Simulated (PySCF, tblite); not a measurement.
# C5H4F2: geometry, infrared bands, NMR shifts and spin-spin couplings

Aim: predict the infrared bands, NMR shifts and spin-spin couplings of C5H4F2 (`F/C=C(\F)C1=CC1`).

Programs: tblite 0.8.0 and PySCF 2.14.0, with density-fitted response routines of our own. Each step states its level of theory. These are calculated values for one molecule in the gas phase, unless marked as measured. Atoms count from 0, in the outputs and in this text.

## 1. Starting geometry

11 atoms, charge 0, multiplicity 1; geometry from: force field or distance geometry start.

Bonds of the start (Å): F0–C1 1.36, C1–C2 1.33, C2–F3 1.34, C2–C4 1.40, C4–C5 1.30, C5–C6 1.45, C6–C4 1.43, C1–H7 1.08, C5–H8 1.06, C6–H9 1.07, C6–H10 1.08.

## 2. Geometry optimisation with GFN2-xTB

The job: settings as JSON, then the geometry in Å.

```
{"job": {"kind": "relax", "xc": "GFN2-xTB", "basis": "xTB"}, "charge": 0, "multiplicity": 1}
F      3.189700    -0.013300    -0.189600
C      1.876900     0.309300    -0.041600
C      0.923300    -0.596800    -0.204800
F      1.249200    -1.847400    -0.562600
C     -0.442100    -0.320800    -0.051300
C     -1.699600    -0.653600    -0.075200
C     -1.369400     0.718300     0.259000
H      1.769600     1.346400     0.247500
H     -2.441000    -1.390800    -0.218000
H     -1.578100     1.457800    -0.487600
H     -1.473100     0.993400     1.298200
```

On the command line:

```
OMP_NUM_THREADS=1 python probes_run.py task.json out
```

The driver reads the jobs from task.json and runs them one after another.

**Question.** This job is followed by: GFN2-xTB harmonic vibrations, gas phase; GIAO PBE0/pcSseg-1 NMR shielding, non-relativistic, gas phase; B3LYP/pcJ-1 indirect spin-spin coupling, non-relativistic, gas phase. What will the session give for the following? strongest single infrared mode (GFN2-xTB); zero-point energy (GFN2-xTB); ¹³C shifts against TMS (PBE0/pcSseg-1); ¹H shifts against TMS (PBE0/pcSseg-1, means over atoms taken as alike); ¹⁹F shifts against CFCl3 (PBE0/pcSseg-1); largest coupling of the table (B3LYP/pcJ-1).

As calculated:

```
                                                              quantity                                value
                             strongest single infrared mode (GFN2-xTB)                1118 cm⁻¹, 182 km/mol
                                          zero-point energy (GFN2-xTB)                        45.4 kcal/mol
                                ¹³C shifts against TMS (PBE0/pcSseg-1)  155.4, 152.8, 116.9, 115.0, 9.9 ppm
¹H shifts against TMS (PBE0/pcSseg-1, means over atoms taken as alike)                 7.50, 7.16, 1.33 ppm
                              ¹⁹F shifts against CFCl3 (PBE0/pcSseg-1)                   -146.1, -149.4 ppm
                           largest coupling of the table (B3LYP/pcJ-1)             ¹J(F,C) F0–C1, -349.8 Hz
```

Over 20 steps the energy fell by 0.215 eV; of the close pairs, C4–C6 changed most, 1.427 to 1.501 Å. No mode is imaginary among the 27: a minimum at this level. The strongest single mode, at 1118 cm⁻¹, is carried by C1, F0, H7, C2. GFN2-xTB is a fitted tight-binding method: band positions and strengths are rough. Its intensities can rank the bands wrongly. Of the pairs tabulated at B3LYP/pcJ-1, F0–C1 couples most strongly (-349.8 Hz; Fermi contact -328.5 Hz). Couplings across rotatable bonds belong to this one conformer; where others are populated, the observed values are averages. Density functionals describe couplings to fluorine poorly, F–F couplings above all, so those rows are rough.
